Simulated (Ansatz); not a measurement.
**BAs: how the settings move a single-point run**

Question: which choices in the input matter for BAs?

Computed with Ansatz 0.2.0 (reference: DFT, HSE06, plane waves, PAW, unless a step's input says otherwise).

4 further runs of the same task are left out: 1 for a known fault of the program, 3 that didn't finish.

### 1 The system as given

It takes space group F-43m (No. 216, cubic). Conventional cell: a = 4.784 Å, b = 4.784 Å, c = 4.784 Å, α = 90.00°, β = 90.00°, γ = 90.00°. Around B (site symmetry -43m) lie 4 As at 2.07 Å. As (site symmetry -43m) is surrounded by 4 B at 2.07 Å.

Coordinates:

```
B As
1.0
     0.00000    2.39187    2.39187
     2.39187    0.00000    2.39187
     2.39187    2.39187    0.00000
B As
1 1
Direct
  0.00000 0.00000 0.00000
  0.25000 0.25000 0.25000
```

### 2 The reference run

input.yaml reads:

```yaml
crystal:
  lattice:
    - [0.0, 2.3918676044, 2.3918676044]
    - [2.3918676044, 0.0, 2.3918676044]
    - [2.3918676044, 2.3918676044, 0.0]
  atoms:
    - { symbol: B, position: [0.0, 0.0, 0.0] }
    - { symbol: As, position: [0.25, 0.25, 0.25] }
kpoints:
  mp_grid: { grid: [4, 4, 4] }
hamiltonian:
  xc: hse06
scf:
  occupations: { method: fixed }
  n_extra_bands: 4
output:
  forces: true
  stress: true
  eigenvalues: true
```

Started as:

```sh
> ansatz run input.yaml --threads 4 --pin off --max-ram 3686MiB --backend cpu --events-out ev --progress --plain --runs-dir out
```

### 3 Changing settings: mp_grid.grid [6, 6, 6], xc pbe, accuracy low

input.yaml, as its differences from that of step 2:

```diff
@@ -9,5 +9,5 @@
 kpoints:
-  mp_grid: { grid: [4, 4, 4] }
+  mp_grid: { grid: [6, 6, 6] }
 hamiltonian:
-  xc: hse06
+  xc: pbe
 scf:
@@ -19 +19,2 @@
   eigenvalues: true
+accuracy: low
```

### 4 Changing settings: exchange pbe, correlation pbe, coeff 0.15, omega 0.3

input.yaml, as its differences from that of step 2:

```diff
@@ -11,3 +11,3 @@
 hamiltonian:
-  xc: hse06
+  xc: { exchange: pbe, correlation: pbe, exx: { coeff: 0.15, omega: 0.3 } }
 scf:
```

### 5 Variant: exchange pbe, correlation pbe, coeff 0.75, omega 0.3

input.yaml, as its differences from that of step 2:

```diff
@@ -11,3 +11,3 @@
 hamiltonian:
-  xc: hse06
+  xc: { exchange: pbe, correlation: pbe, exx: { coeff: 0.75, omega: 0.3 } }
 scf:
```

### 6 Changing settings: exchange pbe, correlation pbe, coeff 0.3, omega 0.5

input.yaml, as its differences from that of step 2:

```diff
@@ -11,3 +11,3 @@
 hamiltonian:
-  xc: hse06
+  xc: { exchange: pbe, correlation: pbe, exx: { coeff: 0.3, omega: 0.5 } }
 scf:
```

### 7 Changed: ecutwfc 250

input.yaml, as its differences from that of step 2:

```diff
@@ -19 +19,3 @@
   eigenvalues: true
+basis:
+  ecutwfc: 250
```

What does the calculation give? Wanted: for each run, ending; energy change; pressure; gap; force.

As calculated:

| run | ending | energy change | pressure (GPa) | gap (eV) | force (eV/Å) | cycles | time |
| --- | --- | --- | --- | --- | --- | --- | --- |
| reference | converged | 0 | -0.5 | 2.11 | 0.00 | 12 | 25 s |
| 1: mp_grid.grid [6, 6, 6], xc pbe, accuracy low | converged | not comparable | 2.2 | 1.28 | 0.00 | 6 | 3.8 s |
| 2: exchange pbe, correlation pbe, coeff 0.15, omega 0.3 | converged | not comparable | 1.0 | 1.72 | 0.00 | 12 | 26 s |
| 3: exchange pbe, correlation pbe, coeff 0.75, omega 0.3 | converged | not comparable | -5.1 | 3.01 | 0.00 | 17 | 28 s |
| 4: exchange pbe, correlation pbe, coeff 0.3, omega 0.5 | converged | not comparable | 0.3 | 1.73 | 0.00 | 13 | 23 s |
| 5: ecutwfc 250 | converged | +428.3 meV/atom | -0.4 | 2.13 | 0.00 | 13 | 19 s |

Residual by cycle in the longest SCF loop of each run; runs are numbered as in the table. The quantity is the density residual dr2, in eV.

| cycle | reference | run 1 | run 2 | run 3 | run 4 | run 5 |
| --- | --- | --- | --- | --- | --- | --- |
| 1 | 0.00595 | 1.4e-4 | 0.00217 | 0.0374 | 0.00738 | 0.00672 |
| 2 | 0.00168 | 3.5e-5 | 6.7e-4 | 0.00864 | 0.00212 | 0.0013 |
| 3 | 3.6e-4 | 6.3e-6 | 8.4e-5 | 0.00801 | 3.1e-4 | 2.2e-4 |
| 4 | 5.3e-5 | 4.2e-7 | 3.1e-5 | 0.00119 | 1.2e-4 | 2.3e-5 |
| 5 | 1.9e-6 | 1.4e-8 | 5.8e-6 | 5.0e-4 | 1.4e-5 | 1.2e-6 |
| 6 | - | 2.8e-9 | 3.6e-7 | 1.2e-4 | 1.2e-6 | - |
| 7 | - | - | - | 2.6e-5 | - | - |

«ecutwfc 250» moves the energy by +428.3 meV/atom. Run 5 ran under the cutoff that the potentials recommend, as the log warns, so basis error is mixed into its values, and swamps them where the cutoff is far short. Of the variants the dearest is «exchange pbe, correlation pbe, coeff 0.75, omega 0.3» (28 s), the cheapest «mp_grid.grid [6, 6, 6], xc pbe, accuracy low» (3.8 s), on a shared host.
